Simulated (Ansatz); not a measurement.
# ClF₂H₃OSi₂: one species, many methods

One table from this session's results is given with a row withheld; the runs are named, their logs left out.

Method: functionals in def2-TZVPP, the program's frozen cores in correlated methods; program: Ansatz 0.2.0, Gaussian basis.

Plan: LDA (SPW92), PBE-D4, revPBE-D4, BLYP-D4, r2SCAN-D4, B97M-V, PBE0-D4, B3LYP-D4, r2SCANh-D4, r2SCAN0-D4, HSE06-D4, BHLYP-D4, CAM-B3LYP-D4, LC-ωPBE, ωB97X-V, ωB97M-V, B2PLYP, PBE-QIDH; CCSD(T)/def2-SVP; CCSD(T)/def2-TZVPP; MP2/def2-QZVPP; extrapolation to the limit; RPA on PBE.

### Structure used throughout

All runs share one geometry, relaxed beforehand with PBE0-D4 in a triple-zeta def2 set.

SMILES `F[SiH](F)O[SiH2]Cl`, 9 atoms, charge 0, spin multiplicity 1.

Atoms are counted from 1 here; the program's logs count them from 0.

Bond lengths: F1–Si2 1.580 Å, Si2–F3 1.578 Å, Si2–O4 1.608 Å, Si2–H7 1.464 Å, O4–Si5 1.629 Å, Si5–Cl6 2.047 Å, Si5–H8 1.475 Å, Si5–H9 1.476 Å. Angles: F1–Si2–F3 107.4°, F1–Si2–O4 109.7°, F1–Si2–H7 109.5°, F3–Si2–O4 108.0°, F3–Si2–H7 109.6°, O4–Si2–H7 112.5°, Si2–O4–Si5 151.4°, O4–Si5–Cl6 109.6°, O4–Si5–H8 108.2°, O4–Si5–H9 109.8°, Cl6–Si5–H8 108.3°, Cl6–Si5–H9 108.0°, H8–Si5–H9 112.9°.

Set-up of the first run:

The input, in.yaml:

```yaml
crystal:
  periodic: [false, false, false]
  atoms:
    - {symbol: F, position_ang: [-1.647412, -1.621528, -0.415071]}
    - {symbol: Si, position_ang: [-0.082781, -1.459684, -0.566059]}
    - {symbol: F, position_ang: [0.588544, -2.722125, 0.100636]}
    - {symbol: O, position_ang: [0.407686, -0.154636, 0.235239]}
    - {symbol: Si, position_ang: [0.227375, 1.401029, 0.682767]}
    - {symbol: Cl, position_ang: [-0.448330, 2.498165, -0.907712]}
    - {symbol: H, position_ang: [0.269354, -1.409245, -1.986341]}
    - {symbol: H, position_ang: [1.549089, 1.922721, 1.077712]}
    - {symbol: H, position_ang: [-0.775023, 1.499103, 1.761828]}
basis:
  gaussian: {orbitals: def2-TZVPP}
hamiltonian: {xc: lda}
output: {orbitals: {seedname: orbitals}}
```

Run with:

```sh
ansatz run in.yaml --threads 4 --pin off --events-out ev --progress --plain --max-ram 10444MiB
```

Steps of the session up to this table: LDA; PBE-D4 (GGA); revPBE-D4 (GGA); BLYP-D4 (GGA); r2SCAN-D4 (meta-GGA); B97M-V (meta-GGA); PBE0-D4 (hybrid); B3LYP-D4 (hybrid); r2SCANh-D4 (hybrid); r2SCAN0-D4 (hybrid); HSE06-D4 (hybrid); BHLYP-D4 (hybrid); CAM-B3LYP-D4 (range-separated); LC-ωPBE (range-separated); ωB97X-V (range-separated); ωB97M-V (range-separated); B2PLYP (double hybrid); PBE-QIDH (double hybrid).

One of the session's tables, all rows but one given; the rest of the session is left out.

It belongs to the step «Frontier levels by functional». 

| functional | HOMO (eV) | gap (eV) |
| --- | --- | --- |
| LDA (SPW92) | -7.87 | 6.81 |
| PBE-D4 | ? | ? |
| revPBE-D4 | -7.75 | 7.11 |
| BLYP-D4 | -7.67 | 7.05 |
| r2SCAN-D4 | -8.16 | 7.80 |
| B97M-V | -8.25 | 7.68 |
| PBE0-D4 | -9.19 | 9.30 |
| B3LYP-D4 | -8.95 | 8.85 |
| r2SCANh-D4 | -8.66 | 8.60 |
| r2SCAN0-D4 | -9.42 | 9.79 |
| HSE06-D4 | -8.78 | 8.52 |
| BHLYP-D4 | -10.48 | 11.49 |
| CAM-B3LYP-D4 | -10.58 | 11.69 |
| LC-ωPBE | -11.97 | 14.30 |
| ωB97X-V | -11.61 | 13.78 |
| ωB97M-V | -11.43 | 13.28 |

Estimate the missing values for PBE-D4.

As computed: HOMO (eV): -7.79; gap (eV): 7.02. In the column «HOMO (eV)» it lies between LDA (SPW92) (-7.87) and revPBE-D4 (-7.75).
